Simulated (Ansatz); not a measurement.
Geometry optimisation, DFT PBE, scalar-relativistic, plane waves, PAW in Ansatz.

Input file:

```yaml
crystal:
  lattice:
    - [7.67918, 0.0, 0.0]
    - [3.83959, 6.650365, 0.0]
    - [0.0, 0.0, 17.868765]
  atoms:
    - { symbol: H, position: [0.16666666, 0.16666666, 0.05596358] }
    - { symbol: H, position: [0.66666664, 0.16666666, 0.05596358] }
    - { symbol: H, position: [0.16666666, 0.66666663, 0.05596358] }
    - { symbol: H, position: [0.66666664, 0.66666663, 0.05596358] }
    - { symbol: Si, position: [0.16666666, 0.16666666, 0.13990894] }
    - { symbol: Si, position: [0.66666664, 0.16666666, 0.13990894] }
    - { symbol: Si, position: [0.16666666, 0.66666663, 0.13990894] }
    - { symbol: Si, position: [0.66666664, 0.66666663, 0.13990894] }
    - { symbol: Si, position: [-0.16666666, 0.33333332, 0.18377056] }
    - { symbol: Si, position: [0.33333332, 0.33333332, 0.18377056] }
    - { symbol: Si, position: [-0.16666666, 0.83333329, 0.18377056] }
    - { symbol: Si, position: [0.33333332, 0.83333329, 0.18377056] }
    - { symbol: Si, position: [-0.16666666, 0.33333332, 0.31535542] }
    - { symbol: Si, position: [0.33333332, 0.33333332, 0.31535542] }
    - { symbol: Si, position: [-0.16666666, 0.83333329, 0.31535542] }
    - { symbol: Si, position: [0.33333332, 0.83333329, 0.31535542] }
    - { symbol: Si, position: [0.0, 0.0, 0.35921704] }
    - { symbol: Si, position: [0.49999998, 0.0, 0.35921704] }
    - { symbol: Si, position: [0.0, 0.49999997, 0.35921704] }
    - { symbol: Si, position: [0.49999998, 0.49999997, 0.35921704] }
    - { symbol: H, position: [0.49999998, 0.0, 0.44036423] }
    - { symbol: H, position: [0.0, 0.49999997, 0.44036423] }
    - { symbol: H, position: [0.49999998, 0.49999997, 0.44036423] }
    - { symbol: Cl, position: [0.19216269, 0.480648, 0.45323585] }
basis:
  ecutwfc: 420.0
kpoints:
  mp_grid: { grid: [2, 2, 1] }
hamiltonian:
  xc: pbe
  pseudopotentials: { kind: paw, azcp: { folder: soft_1 } }
scf:
  occupations: { method: fermi_dirac, width: 0.02 }
  lower_state_search: "off"
relax:
  f_tol: 0.03
  max_steps: 60
  adjacent_minimum: "off"
  constraints: [{ sites: [0, 1, 2, 3, 4, 5, 6, 7] }]
output:
  write_density: true
  write_potential: true
  elf: true
  volumetric_format: npy
```

Launched with:

```bash
$ ansatz run input.yaml --threads 1 --pin off --max-ram 3072MiB --backend cpu --events-out ev --progress --plain --runs-dir out
```

Problem. Where does it end, and by what steps?

Solution. It converged. The force dipped under the threshold on the way, but the program's further checks kept it going. Limits of this set-up: coarse k mesh, thin slab, slab without dipole correction. After 26 steps the energy has fallen by 5.372 eV; Cl24 moved furthest, 3.49 Å. Parted: Si19–Cl24 (2.19 → 4.33 Å), H22–Cl24 (1.43 → 3.85 Å). Joined: Si17–Cl24 (3.88 → 2.10 Å).

| step | energy less start (eV) | largest force component (eV/Å) | accepted |
| --- | --- | --- | --- |
| 0 | 0.0000 | 4.210 | yes |
| 1 | -1.0132 | 2.049 | yes |
| 2 | -1.5037 | 0.985 | yes |
| 3 | -1.7347 | 0.824 | yes |
| 4 | -2.0201 | 0.887 | yes |
| 5 | -2.2592 | 0.496 | yes |
| 6 | -2.3510 | 0.847 | yes |
| 7 | -2.4987 | 0.547 | yes |
| 8 | -2.6482 | 0.570 | yes |
| 9 | -2.7953 | 0.722 | yes |
| 10 | -2.9189 | 0.533 | yes |
| 11 | -3.0117 | 0.446 | yes |
| 12 | -3.0876 | 0.464 | yes |
| 13 | -3.1151 | 0.391 | yes |
| 14 | -3.1436 | 0.263 | yes |
| 15 | -3.1656 | 0.245 | yes |
| 16 | -3.2489 | 0.548 | yes |
| 17 | -3.5156 | 0.963 | yes |
| 18 | -3.9758 | 1.171 | yes |
| 19 | -4.4714 | 1.002 | yes |
| 20 | -4.8484 | 0.606 | yes |
| 21 | -5.0774 | 0.505 | yes |
| 22 | -5.2218 | 0.358 | yes |
| 23 | -5.3127 | 0.205 | yes |
| 24 | -5.3606 | 0.091 | yes |
| 25 | -5.3717 | 0.012 | yes |
| 26 | -5.3717 | 0.012 | yes |

```xyz
24
Lattice="7.6792 0.0000 0.0000 3.8396 6.6504 0.0000 0.0000 0.0000 17.8688" Properties=species:S:1:pos:R:3
H 1.920 1.108 1.000
H 5.759 1.108 1.000
H 3.840 4.434 1.000
H 7.679 4.434 1.000
Si 1.920 1.108 2.500
Si 5.759 1.108 2.500
Si 3.840 4.434 2.500
Si 7.679 4.434 2.500
Si 0.000 2.216 3.268
Si 3.840 2.217 3.271
Si 1.920 5.542 3.264
Si 5.759 5.543 3.264
Si 0.004 2.230 5.628
Si 3.843 2.221 5.629
Si 1.910 5.539 5.621
Si 5.773 5.538 5.622
Si 0.002 -0.002 6.359
Si 3.841 0.008 6.403
Si 1.927 3.327 6.405
Si 5.760 3.327 6.404
H 3.841 -0.002 7.904
H 1.923 3.337 7.906
H 5.767 3.335 7.905
Cl 3.837 6.629 8.463
```

Whether the end is a true minimum wasn't checked by a vibrational analysis.

Time of the run: 4.8 min on 1 thread of Arm Neoverse V2, on a shared host, peak memory 0.95 GiB.
